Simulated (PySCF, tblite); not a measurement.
# C₈H₉O₂−: geometry, infrared bands and NMR shifts

Wanted: the infrared bands and NMR shifts of C₈H₉O₂− (`C#CCCC(=C)CC(=O)[O-]`), by calculation.

The runs use tblite 0.8.0 and PySCF 2.14.0, with density-fitted response routines of our own; the level of theory stands in each step. All values are computed, except where a source is named. Atoms are numbered from 0 throughout.

### Step 1. Starting geometry

19 atoms, charge -1, multiplicity 1; geometry from: force field or distance geometry start.

Bonds of the start (Å): C0–C1 1.22, C1–C2 1.47, C2–C3 1.54, C3–C4 1.48, C4–C5 1.34, C4–C6 1.48, C6–C7 1.50, C7–O8 1.28, C7–O9 1.41, C0–H10 1.06, C2–H11 1.13, C2–H12 1.10, C3–H13 1.12, C3–H14 1.12, C5–H15 1.09, C5–H16 1.09, C6–H17 1.11, C6–H18 1.14.

### Step 2. Optimising the geometry with GFN2-xTB

What the job is given:

```
{"job": {"kind": "relax", "xc": "GFN2-xTB", "basis": "xTB"}, "charge": -1, "multiplicity": 1}
C      4.142200    -0.099200    -0.253800
C      2.952800    -0.363700    -0.345100
C      1.530400    -0.726800    -0.421400
C      0.762500     0.594200    -0.262400
C     -0.709600     0.409600    -0.312700
C     -1.431800     1.040300    -1.251100
C     -1.420800    -0.467000     0.643000
C     -2.882200    -0.436400     0.323600
O     -3.314100    -1.177500    -0.621500
O     -3.762200     0.389400     1.057700
H      5.163800     0.151300    -0.167900
H      1.354300    -1.106500    -1.468600
H      1.214200    -1.457900     0.330100
H      1.119400     1.229500    -1.112600
H      1.118400     1.014500     0.718100
H     -2.516800     0.910700    -1.283200
H     -0.979000     1.706100    -1.984900
H     -1.040100    -1.508600     0.557300
H     -1.311300    -0.092700     1.709700
```

Launch:

```console
> OMP_NUM_THREADS=1 python probes_run.py task.json out
```

This one command runs all jobs of the session in turn.

**Question.** This job is followed by: GFN2-xTB harmonic vibrations, gas phase; GIAO PBE0/pcSseg-1 NMR shielding, non-relativistic, gas phase. Predict these results of the whole session: strongest single infrared mode (GFN2-xTB); zero-point energy (GFN2-xTB); 13C shifts against TMS (PBE0/pcSseg-1); 1H shifts against TMS (PBE0/pcSseg-1, means over atoms taken as alike); 17O shifts against H2O (PBE0/pcSseg-1).

As calculated:

```
                                                              quantity                                                  value
                             strongest single infrared mode (GFN2-xTB)                                  1828 cm⁻¹, 668 km/mol
                                          zero-point energy (GFN2-xTB)                                          90.9 kcal/mol
                                13C shifts against TMS (PBE0/pcSseg-1)  166.2, 165.1, 100.2, 95.9, 68.6, 57.0, 40.3, 23.1 ppm
1H shifts against TMS (PBE0/pcSseg-1, means over atoms taken as alike)                 4.38, 4.29, 3.58, 2.58, 2.23, 0.94 ppm
                                17O shifts against H2O (PBE0/pcSseg-1)                                       347.8, 323.1 ppm
```

The optimisation took 196 steps and gained 1.454 eV; among the close pairs (by a distance rule), C7–O9 changed most, from 1.413 to 1.232 Å. All 51 modes are real, so the xTB geometry is a minimum. The strongest single mode, at 1828 cm⁻¹, moves mainly C7. Unscaled tight-binding wavenumbers are off by several per cent, some by more. Its intensities can rank the bands wrongly. At PBE0/pcSseg-1: The largest span, 384 ppm, is at O9, where the paramagnetic term is -396 ppm.
